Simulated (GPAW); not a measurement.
CaB2:

```
Ca B
1.0
     3.22643    0.00000    0.00000
    -1.61322    2.79417    0.00000
     0.00000    0.00000    4.06739
Ca B
1 2
Cartesian
  0.0000 0.0000 0.0000
  1.6132 0.9314 2.0337
  0.0000 1.8628 2.0337
```

The cell comes from a database or a generator and needn't be the stable form of this composition.

Program: GPAW 26.7.0. Alike in all runs: task band structure; no spin polarisation; cell as given; k mesh 9 × 9 × 7; cutoff (eV) 800; smearing fermi-dirac 0.05 eV.

**Question.** Order these runs on this cell by their pressure, lowest first.
A. level RPBE; potentials or basis the program's PAW data sets (release 1.2.1) made for this functional, pw
B. level LDA; potentials or basis the program's PAW data sets (release 1.2.1) made for this functional, pw
C. level PBE; potentials or basis GPAW PAW data sets (gpaw-data 1.2.1), pw
D. level PBEsol; potentials or basis PAW data sets generated in the run's folder for this functional, pw

**Answer.** B (-6.6 GPa), D (-2.9 GPa), C (-0.1 GPa), A (3.0 GPa).
